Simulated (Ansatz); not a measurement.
# Zr2Cl: from a guess to a relaxed structure, part 1 of 2

The task: take a trial cell of Zr2Cl to zero force and stress.

Computed with Ansatz 0.2.0 (DFT PBE, scalar-relativistic, plane waves, PAW, unless a step's input says otherwise).

## (1) The system as given

The structure is cubic, space group Fd-3m (No. 227). The conventional cell has a = 8.653 Å, b = 8.653 Å, c = 8.653 Å, α = 90.00°, β = 90.00°, γ = 90.00°. Around Zr (site symmetry -3m) lie 6 Zr at 3.06 Å and 6 Cl at 3.59 Å. Around Cl (site symmetry -43m) lie 12 Zr at 3.59 Å.

As a file:

```cif
data_structure
_symmetry_space_group_name_H-M 'Fd-3m:1'
_symmetry_Int_Tables_number 227
_cell_length_a 8.6530
_cell_length_b 8.6530
_cell_length_c 8.6530
_cell_angle_alpha 90.000
_cell_angle_beta 90.000
_cell_angle_gamma 90.000
_cell_volume 647.89
loop_
_atom_site_label
_atom_site_type_symbol
_atom_site_symmetry_multiplicity
_atom_site_Wyckoff_symbol
_atom_site_fract_x
_atom_site_fract_y
_atom_site_fract_z
_atom_site_occupancy
Zr1 Zr 16 d 0.12500 0.62500 0.12500 1
Cl1 Cl 8 a 0.50000 0.00000 0.50000 1
```

Recipe of the guess: species swapped into a database cell of SmMg2 (Fd-3m, No. 227), with Cl on the Sm sites and Zr on the Mg sites. Lengths come from tabulated atomic sizes and are only a guess.

## (2) Probe: one point on a coarse mesh

input.yaml

```yaml
crystal:
  lattice:
    - [0.0, 4.32651192, 4.32651192]
    - [4.32651192, 0.0, 4.32651192]
    - [4.32651192, 4.32651192, 0.0]
  atoms:
    - { symbol: Zr, position: [0.125, 0.125, 0.125] }
    - { symbol: Zr, position: [0.625, 0.125, 0.125] }
    - { symbol: Zr, position: [0.125, 0.625, 0.125] }
    - { symbol: Zr, position: [0.125, 0.125, 0.625] }
    - { symbol: Cl, position: [0.5, 0.5, 0.5] }
    - { symbol: Cl, position: [0.75, 0.75, 0.75] }
basis:
  ecutwfc: 420
kpoints:
  mp_grid: { grid: [4, 4, 4] }
hamiltonian:
  xc: pbe
scf:
  occupations: { method: gaussian, width: 0.1 }
  lower_state_search: "off"
output:
  forces: true
  stress: true
  eigenvalues: true
```

Run with:

```
$ ansatz run input.yaml --threads 1 --pin off --max-ram 2560MiB --backend cpu --events-out ev --progress --plain --runs-dir out
```

Output (excerpt; [...] marks lines left out):

```text
Warning: RAYON_NUM_THREADS=1 ignored (pool sized by the plan → 1); use --threads N
[...]
Pseudopotentials: kind: paw
Pseudopotential: Zr, paw, valence charge 12, recommended cutoff 420 eV (normal), Zr.paw.azcp
Pseudopotential: Cl, paw, valence charge 7, recommended cutoff 420 eV (normal), Cl.paw.azcp
Functional definition: PBE
[...]
Crystal: 6 atoms, lattice volume = 161.973 Å³
Basis set: ecut = 420 eV, 3143 PW (Γ), exchange–correlation on 90×90×90 points (8 copies of the dense FFT grid, shifted against one another)
Bands: 38, of which v1, the nominal top of the filled ones, is band 31 counted from 1 (30 counted from 0)
Symmetry: 48 space group operations
Space group: Fd-3m (ITA 227), of the structure as read, at distance tolerance 5.5e-5 Å
k-points: 8 of 64
[...]
SCF iter   1: F=—  HF=-18891.076346 eV  |F-HF|=—  |Δ(HF+E_count)|=         —  Δρ=8.40e-3  dr2=1.67e-1  ethr=1.77e-3  ⟨swp⟩=5.2  Hψ=1203  notcnv=0
[...]
SCF iter   7: F=-18891.042316 eV  HF=-18891.042316 eV  |F-HF|=5.56e-9  |Δ(HF+E_count)|=   3.43e-7  Δρ=3.31e-6  dr2=2.92e-8  ethr=1.61e-10  ⟨swp⟩=10.0  Hψ=1243  notcnv=0
[...]
SCF converged after 7 iterations
Free energy (F): -18891.042316 eV
[...]
E sigma→0 (E₀):  -18891.027630 eV
Entropy (-TS):   -0.029372 eV (-4.895 meV/atom)
Fermi energy:    9.391870 eV
[...]
--- Forces (eV/Å), atoms counted from 1 ---
  atom   1  Zr     0.00000000    -0.00000000    -0.00000000
  atom   2  Zr     0.00000000    -0.00000000    -0.00000000
  atom   3  Zr     0.00000000    -0.00000000    -0.00000000
  atom   4  Zr     0.00000000    -0.00000000     0.00000000
  atom   5  Cl    -0.00000000     0.00000000     0.00000000
  atom   6  Cl    -0.00000000     0.00000000     0.00000000
[...]
--- Stress (GPa, compression-positive) ---
       -4.039322      -0.000000      -0.000000
        0.000000      -4.039322       0.000000
       -0.000000       0.000000      -4.039322
  P = ⅓ Tr σ = -4.0393 GPa (-40.393 kbar)
--- Band table (eV; the first three rows and the last of 8) ---
[...]
```

Run time: 8.1 s. Hardware: 1 thread of Intel Xeon at 2.50GHz (Skylake/Cascade Lake), shared host; peak memory 0.43 GiB.

Read-out: pressure -4.0 GPa, largest force 0.00 eV/Å, gap on this mesh none (metal). A cheap, loose relaxation comes first.

## (3) Rough relaxation on the coarse mesh

Changes to input.yaml since step 2:

```diff
@@ -25 +25,6 @@
   eigenvalues: true
+relax:
+  adjacent_minimum: "off"
+  f_tol: 0.04
+  max_steps: 70
+  cell: { stress_tol: 0.4 }
```

Run with:

```
$ ansatz run input.yaml --threads 1 --pin off --max-ram 2560MiB --backend cpu --events-out ev --progress --plain --runs-dir out
```

Output:

```text
Warning: RAYON_NUM_THREADS=1 ignored (pool sized by the plan → 1); use --threads N
Engine: ansatz 0.2.0, x86_64-unknown-linux-gnu
Pseudopotentials: kind: paw
Pseudopotential: Zr, paw, valence charge 12, recommended cutoff 420 eV (normal), Zr.paw.azcp
Pseudopotential: Cl, paw, valence charge 7, recommended cutoff 420 eV (normal), Cl.paw.azcp
Functional definition: PBE
  parameter kappa = 0.804
  parameter beta = 0.06672455060314922
  exchange = pbe_x(kappa = kappa, mu = beta*pi^2/3)
  correlation = pbe_c(beta = beta)
Crystal: 6 atoms, lattice volume = 161.973 Å³
Basis set: ecut = 420 eV, 3143 PW (Γ), exchange–correlation on 90×90×90 points (8 copies of the dense FFT grid, shifted against one another)
Bands: 38, of which v1, the nominal top of the filled ones, is band 31 counted from 1 (30 counted from 0)
Symmetry: 48 space group operations
Space group: Fd-3m (ITA 227), of the structure as read, at distance tolerance 5.5e-5 Å
k-points: 8 of 64
Non-local potential: Zr, projectors of the file, l = 0: 3, l = 1: 2, l = 2: 2, l = 3: 2
Non-local potential: Cl, projectors of the file, l = 0: 2, l = 1: 2, l = 2: 2
PAW form: soft (Blöchl's): semilocal exchange-correlation on the pseudo side does not see the compensation charge
PAW one-centre angular grid: Zr, 590 points (default); XC on 64 Gauss nodes
PAW one-centre angular grid: Cl, 110 points (default); XC on 64 Gauss nodes
Initial density: superposition of atomic densities (neutral atoms: chi_scale 0, normalization atom), corrected by the library's trained network
Initial wavefunctions: pseudopotential atomic-orbital guess
Functional: x = pbe(κ = 0.804, μ = 0.2195149727645171), c = pbe(β = 0.06672455060314922)
SCF iter   1: F=—  HF=-18891.076347 eV  |F-HF|=—  |Δ(HF+E_count)|=         —  Δρ=8.40e-3  dr2=1.67e-1  ethr=1.77e-3  ⟨swp⟩=5.2  Hψ=1203  notcnv=0
preconditioner: auto → Kerker (q_TF=auto, 2.325 Å⁻¹)  [metal: Δε(μ)=0.065 eV  Ē_g=5.195 eV  σ=0.100 eV  W_gap=0.34  n_scr=26 (ndim 8)  ℏωp=16.0 eV  f_vac=0.000  D(μ)=5.55/eV (n_scr^D=50)]
SCF iter   2: F=—  HF=-18891.047408 eV  |F-HF|=—  |Δ(HF+E_count)|=   2.89e-2  Δρ=4.12e-3  dr2=3.59e-2  ethr=2.69e-4  ⟨swp⟩=1.2  Hψ=371  notcnv=0  defer=1
SCF iter   3: F=—  HF=-18891.042170 eV  |F-HF|=—  |Δ(HF+E_count)|=   5.24e-3  Δρ=1.16e-3  dr2=3.47e-3  ethr=5.78e-5  ⟨swp⟩=2.1  Hψ=396  notcnv=0  defer=2
SCF iter   4: F=—  HF=-18891.042118 eV  |F-HF|=—  |Δ(HF+E_count)|=   5.25e-5  Δρ=3.13e-4  dr2=1.71e-4  ethr=5.59e-6  ⟨swp⟩=2.0  Hψ=384  notcnv=0  defer=2
SCF iter   5: F=—  HF=-18891.042183 eV  |F-HF|=—  |Δ(HF+E_count)|=   6.58e-5  Δρ=7.76e-5  dr2=8.01e-6  ethr=2.75e-7  ⟨swp⟩=2.1  Hψ=460  notcnv=0  defer=2
SCF iter   6: F=—  HF=-18891.042315 eV  |F-HF|=—  |Δ(HF+E_count)|=   1.32e-4  Δρ=1.42e-5  dr2=3.14e-7  ethr=1.29e-8  ⟨swp⟩=2.0  Hψ=534  notcnv=0  defer=5
SCF iter   7: F=-18891.042316 eV  HF=-18891.042316 eV  |F-HF|=5.14e-9  |Δ(HF+E_count)|=   3.43e-7  Δρ=3.29e-6  dr2=2.90e-8  ethr=1.61e-10  ⟨swp⟩=10.0  Hψ=1241  notcnv=0
SCF 1 converged in 7 iterations: F = -18891.042316 eV  dr2 = 2.90e-8
relax step   1: F+E_penalty+E_count = -18891.04231570 eV  Δ(F+E_penalty+E_count) = +0.000e0 eV  max|allowed force component| = 1.773e-17 eV/Å  Δτ_max = 0.0000 Å  P = -4.039 GPa  Ω = 161.973 Å³  (7 SCF iters, dr2 threshold 1.00e-7 eV, accepted)
Crystal: 6 atoms, lattice volume = 146.318 Å³
Basis set: ecut = 420 eV, 2837 PW (Γ), exchange–correlation on 90×90×90 points (8 copies of the dense FFT grid, shifted against one another)
Initial density: handed on by an earlier stage of this run
Initial wavefunctions: those handed on with the density
iter 1 solved again at ethr=3.07e-3 eV; its pass at ethr=3.10e-3 eV (dr2=1.91e0 eV) is discarded
SCF iter   1: F=—  HF=-18891.678556 eV  |F-HF|=—  |Δ(HF+E_count)|=         —  Δρ=1.81e-2  dr2=1.91e0  ethr=3.07e-3  ⟨swp⟩=1.1  Hψ=1454  notcnv=0
preconditioner: auto → Resta (q_TF=auto, 2.365 Å⁻¹)  ε∞=10.9  [insulator: Δε(μ)=0.222 eV  Ē_g=5.341 eV  σ=0.100 eV  W_gap=0.80  n_scr=26 (ndim 8)  ℏωp=16.8 eV  f_vac=0.000  D(μ)=3.88/eV (n_scr^D=26)  ε∞_Penn≈10.9]
SCF iter   2: F=—  HF=-18891.312359 eV  |F-HF|=—  |Δ(HF+E_count)|=   3.66e-1  Δρ=6.02e-3  dr2=2.15e-1  ethr=3.07e-3  ⟨swp⟩=2.0  Hψ=455  notcnv=0
SCF iter   3: F=—  HF=-18891.261125 eV  |F-HF|=—  |Δ(HF+E_count)|=   5.12e-2  Δρ=3.09e-3  dr2=2.76e-2  ethr=3.47e-4  ⟨swp⟩=1.2  Hψ=379  notcnv=0  defer=1
SCF iter   4: F=—  HF=-18891.253278 eV  |F-HF|=—  |Δ(HF+E_count)|=   7.85e-3  Δρ=7.16e-4  dr2=7.98e-4  ethr=4.46e-5  ⟨swp⟩=2.0  Hψ=378  notcnv=0  defer=1
SCF iter   5: F=—  HF=-18891.253514 eV  |F-HF|=—  |Δ(HF+E_count)|=   2.36e-4  Δρ=1.64e-4  dr2=3.76e-5  ethr=1.29e-6  ⟨swp⟩=2.1  Hψ=381  notcnv=0  defer=1
SCF iter   6: F=—  HF=-18891.253670 eV  |F-HF|=—  |Δ(HF+E_count)|=   1.56e-4  Δρ=2.85e-5  dr2=1.11e-6  ethr=6.06e-8  ⟨swp⟩=2.0  Hψ=419  notcnv=0  defer=3
SCF iter   7: F=-18891.253672 eV  HF=-18891.253672 eV  |F-HF|=4.46e-8  |Δ(HF+E_count)|=   1.40e-6  Δρ=5.89e-6  dr2=4.59e-8  ethr=9.68e-10  ⟨swp⟩=8.4  Hψ=1223  notcnv=0
SCF 2 converged in 7 iterations: F = -18891.253672 eV  dr2 = 4.59e-8
relax step   2: F+E_penalty+E_count = -18891.25367194 eV  Δ(F+E_penalty+E_count) = -2.114e-1 eV  max|allowed force component| = 9.252e-17 eV/Å  Δτ_max = 0.0000 Å  P = +0.004 GPa  Ω = 146.318 Å³  energy of the carried Pulay correction = +1.062e-3 eV  (7 SCF iters, dr2 threshold 6.00e-7 eV, accepted)
Basis set: ecut = 420 eV, 2837 PW (Γ), exchange–correlation on 80×80×80 points (8 copies of the dense FFT grid, shifted against one another)
Initial wavefunctions: pseudopotential atomic-orbital guess (no wavefunctions were taken with the density)
iter 1 solved again at ethr=6.56e-8 eV; its pass at ethr=3.10e-3 eV (dr2=4.07e-5 eV) is discarded
SCF iter   1: F=—  HF=-18891.252766 eV  |F-HF|=—  |Δ(HF+E_count)|=         —  Δρ=7.85e-5  dr2=1.03e-6  ethr=6.56e-8  ⟨swp⟩=3.6  Hψ=2115  notcnv=0
preconditioner: auto → Kerker (q_TF=auto, 2.365 Å⁻¹)  [metal: Δε(μ)=0.089 eV  Ē_g=5.680 eV  σ=0.100 eV  W_gap=0.47  n_scr=26 (ndim 8)  ℏωp=16.8 eV  f_vac=0.000  D(μ)=6.21/eV (n_scr^D=58)]
SCF iter   2: F=—  HF=-18891.252753 eV  |F-HF|=—  |Δ(HF+E_count)|=   1.32e-5  Δρ=4.11e-5  dr2=2.80e-7  ethr=1.67e-9  ⟨swp⟩=2.0  Hψ=553  notcnv=0
SCF iter   3: F=-18891.252754 eV  HF=-18891.252754 eV  |F-HF|=2.70e-9  |Δ(HF+E_count)|=   6.61e-7  Δρ=2.11e-6  dr2=3.76e-9  ethr=6.19e-12  ⟨swp⟩=5.1  Hψ=1534  notcnv=0
SCF 3 converged in 3 iterations: F = -18891.252754 eV  dr2 = 3.76e-9
relax step   3: F+E_penalty+E_count = -18891.25275377 eV  Δ(F+E_penalty+E_count) = +9.182e-4 eV  max|allowed force component| = 8.789e-17 eV/Å  Δτ_max = 0.0000 Å  P = +0.001 GPa  Ω = 146.318 Å³  stress off target by 7.43e-4 GPa  SCF on the basis re-selected at this cell (its energy is not comparable with the rows above)  (3 SCF iters)
basis re-selected at this cell: Δ(F+E_penalty+E_count) = +9.182e-4 eV, ΔP = -0.003 GPa vs the last step (what re-selecting the basis moved, of the pressure what is left beyond the Pulay correction that the steps carried, after the strain that the cell walked since its last selection, with what the two solves' SCF thresholds leave and, on support functions, any second-order correction that the steps lacked; it is no measure of the basis error at this ecutwfc). The dense FFT grid was sized anew with the basis: this SCF ran on 40×40×40 points, the steps before it on 45×45×45, so part of this shift can come from that change (see relax.cell in the input reference). This SCF's stress stands 7.43e-4 GPa from its target on what of the cell is left free (relax.cell.stress_tol is 4.00e-1 GPa) and its largest allowed force component is 8.79e-17 eV/Å (relax.f_tol is 4.00e-2 eV/Å): within both
SCF converged after 3 iterations
Free energy (F): -18891.252754 eV
Harris-Foulkes:  -18891.252754 eV  (|F-HF|=2.70e-9)
Internal energy: -18891.221689 eV  (E = F + TS)
E sigma→0 (E₀):  -18891.237222 eV
Entropy (-TS):   -0.031065 eV (-5.177 meV/atom)
Fermi energy:    10.832630 eV
--- Per-component energies (eV) ---
  E_band       = -508.500214
  E_kinetic    = 1653.929265
  E_local      = -3532.236360  (includes V_loc(G=0)·N_el)
  E_nonlocal   = 388.001954
  E_hartree    = 1151.225767
  E_xc         = -857.201360
  E_vxc        = -1003.082300  (∫ρ·V_xc dr)
  E_paw        = -13136.399728  (= ΣΔE_a)
  E_vpaw       = -317.565980  (= ΣTr[D̂ρ^β])
  E_aug_tail   = 0.000289  (compensation charges beyond the density's cutoff)
  E_ewald      = -4558.541516
  E_smearing   = -0.031065  (= −TS)
  E_closure    = 0.000000  (closes the sum)
  Σ components = -18891.252754   (vs F -18891.252754, Δ=0.00e0)
--- Forces (eV/Å), atoms counted from 1 ---
  atom   1  Zr     0.00000000    -0.00000000     0.00000000
  atom   2  Zr    -0.00000000     0.00000000     0.00000000
  atom   3  Zr    -0.00000000     0.00000000    -0.00000000
  atom   4  Zr    -0.00000000     0.00000000    -0.00000000
  atom   5  Cl    -0.00000000    -0.00000000    -0.00000000
  atom   6  Cl     0.00000000     0.00000000     0.00000000
  max |Σ_I F_I| component: 3.47e-17 eV/Å
--- Stress (GPa, compression-positive) ---
        0.000743      -0.000000      -0.000000
       -0.000000       0.000743      -0.000000
       -0.000000      -0.000000       0.000743
  P = ⅓ Tr σ = 0.0007 GPa (0.007 kbar)
--- Band table (eV; the first three rows and the last of 8) ---
  k-point 0: bands = ["-38.1608", "-37.9263", "-37.9263", "-37.9263", "-17.0073", "-16.5454", "-16.5454", "-16.5454", "-16.3891", "-16.3891", "-15.8306", "-15.8306", "-15.8306", "-15.3931", "-15.3931", "-15.3931", "-5.8404", "-5.3737", "5.2155", "5.2155", "5.2155", "6.2820", "6.2820", "6.2820", "6.5423", "8.6945", "8.6945", "8.6945", "9.0281", "9.9414", "9.9414", "11.4072", "11.4072", "11.4072", "13.8897", "13.8897", "13.8897", "14.0137"]
  k-point 1: bands = ["-38.1368", "-37.9515", "-37.9263", "-37.9263", "-16.8823", "-16.4956", "-16.4956", "-16.4903", "-16.3437", "-16.3437", "-15.9134", "-15.9134", "-15.8305", "-15.6085", "-15.4168", "-15.4168", "-5.7787", "-5.4268", "5.1835", "5.2779", "5.2779", "5.9639", "6.2602", "6.2602", "7.2443", "8.9944", "9.0755", "9.0755", "9.8970", "10.2383", "10.2383", "10.8705", "11.2454", "11.2454", "12.7967", "12.9991", "12.9991", "13.2443"]
  k-point 2: bands = ["-38.1032", "-37.9862", "-37.9264", "-37.9264", "-16.7712", "-16.4671", "-16.4671", "-16.2717", "-16.1784", "-16.1784", "-16.0989", "-16.0989", "-15.9731", "-15.8304", "-15.4365", "-15.4365", "-5.6963", "-5.4997", "4.8343", "5.3421", "5.3421", "6.2460", "6.2460", "6.4173", "7.8253", "9.3987", "9.3987", "9.5346", "10.5265", "10.6562", "11.0741", "11.0741", "11.4124", "11.4124", "11.5242", "11.7072", "11.7072", "11.8703"]
  k-point 7: bands = ["-38.0450", "-38.0450", "-37.9265", "-37.9265", "-16.4815", "-16.4815", "-16.3970", "-16.3970", "-16.1616", "-16.1616", "-16.1319", "-16.1319", "-15.9313", "-15.9313", "-15.5201", "-15.5201", "-5.5945", "-5.5945", "4.9890", "4.9890", "5.7697", "5.7697", "6.5055", "6.5055", "9.0461", "9.0461", "9.8726", "9.8726", "10.4529", "10.4529", "10.7647", "10.7647", "11.4901", "11.4901", "11.5159", "11.5159", "12.0571", "12.0571"]
--- Relaxed structure (2 steps of the walk, 2 accepted, 1 SCFs on fresh bases) ---
  F+E_penalty+E_count = -18891.25275377 eV   max|allowed force component| = 8.789e-17 eV/Å   (the final SCF, on the basis selected at the relaxed cell)
  cell:  # Å, volume = 146.3183 Å³
    - [3.184607520559745e-35, 4.182374036528938, 4.182374036528938]
    - [4.182374036528938, 1.019074406579118e-34, 4.182374036528938]
    - [4.182374036528938, 4.182374036528938, 1.847072361924651e-34]
  atoms:
    - { symbol: Zr, position: [0.125, 0.125, 0.125] }
    - { symbol: Zr, position: [0.6250000000000001, 0.125, 0.12499999999999994] }
    - { symbol: Zr, position: [0.125, 0.6250000000000001, 0.12499999999999994] }
    - { symbol: Zr, position: [0.125, 0.125, 0.6250000000000001] }
    - { symbol: Cl, position: [0.5, 0.5, 0.5] }
    - { symbol: Cl, position: [0.75, 0.75, 0.75] }
```

Wall time 23 s (1 thread of Intel Xeon at 2.50GHz (Skylake/Cascade Lake), shared host); peak memory 0.45 GiB.

The steps of the relaxation:

| step | E - E(step 1) (eV/cell) | largest force component (eV/Å) | pressure (GPa) | volume (Å³) |
| --- | --- | --- | --- | --- |
| 1 | 0.0000 | 0.0000 | -4.04 | 161.97 |
| 2 | -0.2114 | 0.0000 | 0.00 | 146.32 |
| 3 | -0.2104 | 0.0000 | 0.00 | 146.32 |

Step 1 is the start. Step 3 repeats the geometry before it on a plane-wave basis chosen anew for that cell, so its energy need not be comparable with the rows above.

Lengths and angles in the start's conventional setting:

|  | before | after | change |
| --- | --- | --- | --- |
| a (Å) | 8.653 | 8.365 | -3.3 % |
| b (Å) | 8.653 | 8.365 | -3.3 % |
| c (Å) | 8.653 | 8.365 | -3.3 % |
| volume (Å³/atom) | 27.00 | 24.39 | -9.7 % |
| shortest distance (Å) | 3.059 | 2.957 | -3.3 % |
| space group (0.01 Å) | Fd-3m | Fd-3m | same |

The run keeps the 48 symmetry operations of the start, so it could not have lowered the symmetry.

## (4) Spin check on a coarse mesh

input.yaml

```yaml
crystal:
  lattice:
    - [0.0, 4.1823740365, 4.1823740365]
    - [4.1823740365, 0.0, 4.1823740365]
    - [4.1823740365, 4.1823740365, 0.0]
  atoms:
    - { symbol: Zr, position: [0.625, 0.625, 0.625], spin: 1.0 }
    - { symbol: Zr, position: [0.125, 0.625, 0.625], spin: 1.0 }
    - { symbol: Zr, position: [0.625, 0.125, 0.625], spin: 1.0 }
    - { symbol: Zr, position: [0.625, 0.625, 0.125], spin: 1.0 }
    - { symbol: Cl, position: [0.0, 0.0, 0.0] }
    - { symbol: Cl, position: [0.25, 0.25, 0.25] }
basis:
  ecutwfc: 420
kpoints:
  mp_grid: { grid: [4, 4, 4] }
hamiltonian:
  xc: pbe
scf:
  occupations: { method: gaussian, width: 0.1 }
  lower_state_search: "off"
output:
  forces: true
  stress: true
  eigenvalues: true
  populations: true
magnetization:
  spin_polarized: true
```

Run with:

```
$ ansatz run input.yaml --threads 1 --pin off --max-ram 2560MiB --backend cpu --events-out ev --progress --plain --runs-dir out
```

Output (excerpt; [...] marks lines left out):

```text
[...]
SCF converged after 15 iterations
Magnetization: 0.0000 μB (31.0000 up, 31.0000 down)
Absolute magnetization: 0.0000 μB (∫|ρ↑−ρ↓|, with the PAW one-centre terms)
Spin contamination: 0.0000 ħ² per cell (⟨S²⟩ above its minimum at these occupations)
Per-site moments (μB) at R_I (Å): [(3.779659106691238e-6, 1.2199213301004275), (3.779659106503577e-6, 1.2199213301004275), (3.779659106722663e-6, 1.2199213301004275), (3.7796591066176404e-6, 1.2199213301004275), (5.837065708534016e-7, 1.4304845581119512), (5.837065710251845e-7, 1.4304845581119512)]
Free energy (F): -18891.252754 eV
[...]
E sigma→0 (E₀):  -18891.237222 eV
Entropy (-TS):   -0.031064 eV (-5.177 meV/atom)
Fermi energy:    10.832627 eV
[...]
--- Forces (eV/Å), atoms counted from 1 ---
  atom   1  Zr     0.00000000    -0.00000000     0.00000000
  atom   2  Zr     0.00000000    -0.00000000     0.00000000
  atom   3  Zr     0.00000000     0.00000000    -0.00000000
  atom   4  Zr     0.00000000    -0.00000000    -0.00000000
  atom   5  Cl    -0.00000000    -0.00000000    -0.00000000
  atom   6  Cl     0.00000000     0.00000000    -0.00000000
[...]
--- Stress (GPa, compression-positive) ---
        0.000736       0.000000      -0.000000
       -0.000000       0.000736       0.000000
        0.000000       0.000000       0.000736
  P = ⅓ Tr σ = 0.0007 GPa (0.007 kbar)
--- Band table (eV; the first three rows and the last of 16) ---
[...]
--- Löwdin populations: 6 sites ---
  site symbol       q [e]    m [muB]
     0     Zr     11.8041     0.0000
     1     Zr     11.8041     0.0000
     2     Zr     11.8041     0.0000
     3     Zr     11.8041     0.0000
     4     Cl      7.2960     0.0000
     5     Cl      7.2960     0.0000
  spilling = 0.003089 (of n_electrons = 62.000000)
```

Run time: 24 s. Hardware: 1 thread of Intel Xeon at 2.50GHz (Skylake/Cascade Lake), shared host; peak memory 0.47 GiB.

By site:

| atom | Löwdin electrons |
| --- | --- |
| Zr1 | 11.80 |
| Zr2 | 11.80 |
| Zr3 | 11.80 |
| Zr4 | 11.80 |
| Cl5 | 7.30 |
| Cl6 | 7.30 |

The Löwdin counts miss 0.19 of the 62 electrons, which the atomic orbitals do not span, so they are no charges.

The same cell is solved with trial moments on Zr. The largest site moment that stays is 0.00 μB and the cell's total 0.00 μB. The workflow keeps spin only above 0.25 μB on a site, so the next run goes without spin.

(Continued in part 2 of 2.)
